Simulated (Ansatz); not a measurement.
# CH₅BSSi: how energies converge with the basis set

One table from this session's results is given with a row withheld; the runs are named, their logs left out.

Method: one geometry, several basis sets; program: Ansatz 0.2.0, Gaussian basis.

The runs, in order: PBE0-D4/def2-SVP; ωB97M-V/def2-SVP; PBE0-D4/def2-QZVPP; ωB97M-V/def2-QZVPP; the functionals' def2-TZVPP values are taken from earlier runs.

## The relaxed structure

An earlier PBE0-D4 in a triple-zeta def2 set relaxation fixed the geometry.

SMILES `BC1[SiH2]S1`, 9 atoms, charge 0, spin multiplicity 1.

Atoms are counted from 1 here; the program's logs count them from 0.

Bond lengths: B1–C2 1.507 Å, B1–H5 1.196 Å, B1–H6 1.198 Å, C2–Si3 1.892 Å, C2–S4 1.859 Å, C2–H7 1.088 Å, Si3–S4 2.067 Å, Si3–H8 1.476 Å, Si3–H9 1.477 Å. Angles: C2–B1–H5 120.7°, C2–B1–H6 118.7°, H5–B1–H6 120.4°, B1–C2–Si3 104.6°, B1–C2–S4 122.5°, B1–C2–H7 122.1°, Si3–C2–S4 66.9°, Si3–C2–H7 111.8°, S4–C2–H7 112.8°, C2–Si3–S4 55.8°, C2–Si3–H8 120.1°, C2–Si3–H9 115.7°, S4–Si3–H8 119.3°, S4–Si3–H9 120.1°, H8–Si3–H9 113.8°, C2–S4–Si3 57.3°.

The first run:

The input, in.yaml:

```yaml
crystal:
  periodic: [false, false, false]
  atoms:
    - {symbol: B, position_ang: [0.120626, 1.279234, -0.619406]}
    - {symbol: C, position_ang: [-0.764859, 0.112388, -0.264078]}
    - {symbol: Si, position_ang: [0.377343, -1.098263, 0.635296]}
    - {symbol: S, position_ang: [-0.633026, -1.535051, -1.114726]}
    - {symbol: H, position_ang: [1.061533, 1.133891, -1.344009]}
    - {symbol: H, position_ang: [-0.081228, 2.336390, -0.092842]}
    - {symbol: H, position_ang: [-1.709570, 0.241415, 0.259472]}
    - {symbol: H, position_ang: [1.840192, -0.904784, 0.596120]}
    - {symbol: H, position_ang: [-0.122513, -1.611518, 1.926874]}
basis:
  gaussian: {orbitals: def2-SVP}
hamiltonian: {xc: pbe0, dispersion: d4}
output: {orbitals: {seedname: orbitals}}
```

Run with:

```console
$ ansatz run in.yaml --threads 2 --pin off --events-out ev --progress --plain --max-ram 4352MiB
```

Among the steps run: PBE0-D4 in def2-SVP; ωB97M-V in def2-SVP; PBE0-D4 in def2-QZVPP; ωB97M-V in def2-QZVPP.

One of the session's tables, all rows but one given; the rest of the session is left out.

| functional | basis | HOMO (eV) |
| --- | --- | --- |
| PBE0-D4 | def2-SVP | -7.11 |
| PBE0-D4 | def2-TZVPP | ? |
| PBE0-D4 | def2-QZVPP | -7.19 |
| ωB97M-V | def2-SVP | -9.25 |
| ωB97M-V | def2-TZVPP | -9.34 |
| ωB97M-V | def2-QZVPP | -9.37 |

**Question.** Estimate the row for PBE0-D4, def2-TZVPP.

The run gave: HOMO (eV): -7.17. In the column «HOMO (eV)» it lies between PBE0-D4, def2-QZVPP (-7.19) and PBE0-D4, def2-SVP (-7.11).
